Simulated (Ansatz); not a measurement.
Crystal: BW.

```
CELL_PARAMETERS angstrom
-1.55750 1.55750 8.46500
1.55750 -1.55750 8.46500
1.55750 1.55750 -8.46500
ATOMIC_POSITIONS crystal
W 0.80300 0.80300 0.00000
W 0.55300 0.05300 0.50000
W 0.94700 0.44700 0.50000
W 0.19700 0.19700 0.00000
B 0.64800 0.64800 0.00000
B 0.39800 0.89800 0.50000
B 0.10200 0.60200 0.50000
B 0.35200 0.35200 0.00000
```

Base run:

| Item | Value |
| --- | --- |
| Program | Ansatz 0.2.0 |
| Functional | PBEsol |
| Potentials or basis | Ansatz PAW |
| Cutoff | 420 eV |
| Density cutoff | 1680 eV |
| k mesh | 12 × 12 × 12 |
| Occupations | fermi-dirac, width 0.05 eV |
| Spin | no spin polarisation |

Its results: band gap on the k mesh none (metal or under the smearing width); pressure 3.2 GPa; largest force 2.053 eV/Å.

**Question.** The run is repeated on the same cell with these changes: potentials or basis from Ansatz PAW to PseudoDojo stringent (PBEsol files); cutoff from 420 eV to 1034 eV; density cutoff from 1680 eV to 4136 eV. What comes out?

**Answer.** Band gap on the k mesh none (metal or under the smearing width); pressure 3.8 GPa; largest force 2.075 eV/Å.

Caveats: forces of over 1 eV/Å show positions far from the minimum, so gaps and moduli don't describe the material at rest; the PAW data sets come from PBE, with cores solved anew for the run's functional, which leaves a small shift of forces and pressure (some runs).

Not every run made on this cell is shown here.
